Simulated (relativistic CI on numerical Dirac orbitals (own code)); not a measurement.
**Re⁴⁸⁺: how the levels respond to the fine-structure constant and the nuclear radius**

How sensitive are the low transitions of Re⁴⁸⁺ to a change of α? Wanted is q = dE/dx with x = (α/α0)² − 1, and the field-shift factor by the mean square nuclear radius, for the lowest 30 levels.

Program: relativistic CI on numerical Dirac orbitals (own code) version 2. Level of theory: Dirac-Coulomb-Breit CI, KLI orbitals optimised for each configuration, derivatives by finite differences. These are calculated values, not measurements, unless marked.

**1. The atom as given**

| Property | Result |
| --- | --- |
| ion | Re⁴⁸⁺ (Re XLIX) |
| nuclear charge | 75 |
| electrons | 27 |
| isotope | A = 187 |
| first configuration | [Ar] 3d9 |

The outer shells:

[Ar] 3d9
```
[Ar] core
3d [↑↓][↑↓][↑↓][↑↓][↑ ]
```

**2. The run**

Settings of the run:

```ini
atom Re  Z=75  charge=48  electrons=27
nucleus A=187  rms_radius_fm=5.3698
hamiltonian dirac-coulomb  breit=on  qed=off  c_scale=1
orbitals kli  potential=per-configuration
slater_scale 1
correlation none
mixing on
configurations
  [Ar] 3d9
  [Ne] 3s2 3p5 3d10
  [Ne] 3s 3p6 3d10
  [Ar] 3d8 4s
  [Ar] 3d8 4p
  [Ne] 3s2 3p4 3d10 4s
  [Ar] 3d8 4d
  [Ne] 3s2 3p4 3d10 4p
end
derivatives alpha2 +-0.01 radius +-1%
```

**Question.** What will these runs give? Wanted: lowest level; largest q in size, lowest 30 levels; largest K in size within the lowest configuration; largest field-shift factor among them.

The runs gave:

| quantity | value |
| --- | --- |
| lowest level | 3d9 2D5/2 |
| largest q in size, lowest 30 levels | 4.394e+06 cm⁻¹ (3s 3p6 3d10 2S1/2) |
| largest K in size within the lowest configuration | 2.03 (3d9 2D3/2) |
| largest field-shift factor among them | -7.62e+03 GHz/fm² (3s 3p6 3d10 2S1/2) |

Among these levels the largest q belongs to 3s 3p6 3d10 2S1/2, a change of configuration. The fine-structure partner 2D3/2 has K = 2.03, close to the 2 of an interval that scales as α². K = 2q/E, the relative sensitivity of a level, hangs on the computed energy: between configurations that lie close it can be off by a factor of several.
